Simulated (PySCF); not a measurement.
# H8OSi3: the cost of one run

Computed with PySCF 2.14.0, with density-fitted response routines of our own, on a single molecule in the gas phase. Atoms count from 0, in the outputs and in this text.

### Step 1. The starting structure

12 atoms, charge 0, multiplicity 1; geometry from: PBE0-D3(BJ)/def2-SVP.

Bonds of the start (Å): Si0–O1 1.66, O1–Si2 1.66, Si2–Si3 2.34, Si0–H4 1.49, Si0–H5 1.50, Si0–H6 1.49, Si2–H7 1.50, Si2–H8 1.50, Si3–H9 1.50, Si3–H10 1.50, Si3–H11 1.50.

### Step 2. Shielding tensors: HF/pcSseg-2

The job: settings as JSON, then the geometry in Å.

```
{"job": {"kind": "nmr", "xc": "HF", "basis": "pcSseg-2", "pop": false}, "charge": 0, "multiplicity": 1}
Si     2.470643     0.404932     0.105056
O      0.827537     0.191854     0.103269
Si    -0.451027    -0.871048     0.105487
Si    -2.407332     0.375309    -0.214068
H      2.950578     0.651380    -1.286829
H      3.155637    -0.807267     0.651053
H      2.801451     1.583733     0.955116
H     -0.288620    -1.885104    -0.985138
H     -0.502893    -1.609510     1.406958
H     -3.594871    -0.535838    -0.229055
H     -2.346688     1.108638    -1.515831
H     -2.574866     1.364671     0.894613
```

Level: GIAO HF/pcSseg-2 NMR shielding, non-relativistic, gas phase.

Run with:

```sh
> OMP_NUM_THREADS=1 python probes_run.py task.json out
```

This one command runs all jobs of the session in turn.

**Question.** How long does this first job take on 1 thread of Arm Neoverse V1, shared host, and how much memory does it need?

About 32 s, with a peak of 1 GiB.
